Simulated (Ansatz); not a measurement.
# CuSi16: the cost of one run

All numbers below are computed with Ansatz 0.2.0 (DFT PBE, plane waves, PAW, scalar-relativistic, no spin polarisation).

**1. Starting point**

The cell holds 17 atoms (CuSi16): a = 7.679 Å, b = 7.679 Å, c = 7.679 Å, α = 60.00°, β = 60.00°, γ = 60.00°.

The coordinates stand in the first input below.

**2. Relaxing end A**

input.yaml

```yaml
crystal:
  lattice:
    - [0.0, 5.43, 5.43]
    - [5.43, 0.0, 5.43]
    - [5.43, 5.43, 0.0]
  atoms:
    - { symbol: Si, position: [0.0, 0.0, 0.0] }
    - { symbol: Si, position: [0.125, 0.125, 0.125] }
    - { symbol: Si, position: [0.0, 0.0, 0.5] }
    - { symbol: Si, position: [0.125, 0.125, 0.625] }
    - { symbol: Si, position: [0.0, 0.5, 0.0] }
    - { symbol: Si, position: [0.125, 0.625, 0.125] }
    - { symbol: Si, position: [0.0, 0.5, 0.5] }
    - { symbol: Si, position: [0.125, 0.625, 0.625] }
    - { symbol: Si, position: [0.5, 0.0, 0.0] }
    - { symbol: Si, position: [0.625, 0.125, 0.125] }
    - { symbol: Si, position: [0.5, 0.0, 0.5] }
    - { symbol: Si, position: [0.625, 0.125, 0.625] }
    - { symbol: Si, position: [0.5, 0.5, 0.0] }
    - { symbol: Si, position: [0.625, 0.625, 0.125] }
    - { symbol: Si, position: [0.5, 0.5, 0.5] }
    - { symbol: Si, position: [0.625, 0.625, 0.625] }
    - { symbol: Cu, position: [0.755608, 0.747183, 0.7504485] }
total_charge: 1
basis:
  ecutwfc: 420.0
kpoints:
  mp_grid: { grid: [2, 2, 2] }
hamiltonian:
  xc: pbe
  pseudopotentials: { kind: paw, azcp: { folder: soft_1 } }
scf:
  occupations: { method: gaussian, width: 0.05 }
  lower_state_search: "off"
relax:
  f_tol: 0.03
  max_steps: 60
  adjacent_minimum: "off"
output:
  write_density: true
  write_potential: true
  elf: true
  volumetric_format: npy
```

The run is started by

```
ansatz run input.yaml --threads 1 --pin off --max-ram 3072MiB --backend cpu --events-out ev --progress --plain --runs-dir out
```

Q: Estimate wall time and peak memory on 1 thread of Arm Neoverse V1, shared host.

About 79 s, with a peak of 0.57 GiB.
